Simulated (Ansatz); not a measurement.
# C₂H₆BN: small, medium and large basis sets

Aim: see how fast density functionals converge with the basis set for C₂H₆BN.

Program: Ansatz 0.2.0, Gaussian basis. Level of theory: one geometry, several basis sets. These are calculated values, not measurements.

Levels to be run: PBE0-D4/def2-SVP; ωB97M-V/def2-SVP; PBE0-D4/def2-QZVPP; ωB97M-V/def2-QZVPP; the functionals' def2-TZVPP values are taken from earlier runs.

### Step 1. The relaxed structure

All runs share one geometry, relaxed beforehand with PBE0-D4 in a triple-zeta def2 set.

10 atoms, charge 0, spin multiplicity 1.

Atoms are counted from 1 here; the program's logs count them from 0.

Bond lengths: B1–C2 1.553 Å, B1–H5 1.197 Å, B1–H6 1.194 Å, C2–N3 1.437 Å, C2–H7 1.105 Å, C2–H8 1.107 Å, N3–C4 1.258 Å, C4–H9 1.089 Å, C4–H10 1.100 Å. Angles: C2–B1–H5 117.9°, C2–B1–H6 121.9°, H5–B1–H6 120.1°, B1–C2–N3 116.1°, B1–C2–H7 111.3°, B1–C2–H8 101.3°, N3–C2–H7 113.7°, N3–C2–H8 108.4°, H7–C2–H8 104.6°, C2–N3–C4 118.2°, N3–C4–H9 119.4°, N3–C4–H10 123.3°, H9–C4–H10 117.3°.

### Step 2. PBE0-D4 in def2-SVP

in.yaml reads:

```yaml
crystal:
  periodic: [false, false, false]
  atoms:
    - {symbol: B, position_ang: [-1.493611, 0.697037, -0.363482]}
    - {symbol: C, position_ang: [0.047632, 0.570852, -0.216390]}
    - {symbol: N, position_ang: [0.513667, -0.213456, 0.894224]}
    - {symbol: C, position_ang: [1.225195, -1.222039, 0.653596]}
    - {symbol: H, position_ang: [-1.920991, 1.252112, -1.334176]}
    - {symbol: H, position_ang: [-2.242939, 0.297156, 0.475511]}
    - {symbol: H, position_ang: [0.521381, 0.303779, -1.178384]}
    - {symbol: H, position_ang: [0.336535, 1.626013, -0.045903]}
    - {symbol: H, position_ang: [1.571358, -1.841839, 1.479686]}
    - {symbol: H, position_ang: [1.524772, -1.520715, -0.361683]}
basis:
  gaussian: {orbitals: def2-SVP}
hamiltonian: {xc: pbe0, dispersion: d4}
output: {orbitals: {seedname: orbitals}}
```

Launch:

```bash
$ ansatz run in.yaml --threads 2 --pin off --events-out ev --progress --plain --max-ram 4352MiB
```

After this run come: ωB97M-V in def2-SVP; PBE0-D4 in def2-QZVPP; ωB97M-V in def2-QZVPP.

Before running them: what should the planned runs give, taken together? Wanted: PBE0-D4: double and triple zeta above quadruple; ωB97M-V: double and triple zeta above quadruple.

The runs gave:

```
                                       quantity          value
PBE0-D4: double and triple zeta above quadruple  5.08, 0.25 eV
ωB97M-V: double and triple zeta above quadruple  5.34, 0.24 eV
```

For PBE0-D4 the step from double to triple zeta gains 4.82 eV and the next only 0.25 eV. These are total energies; as a rule much of such shifts cancels in differences, which this series doesn't test.
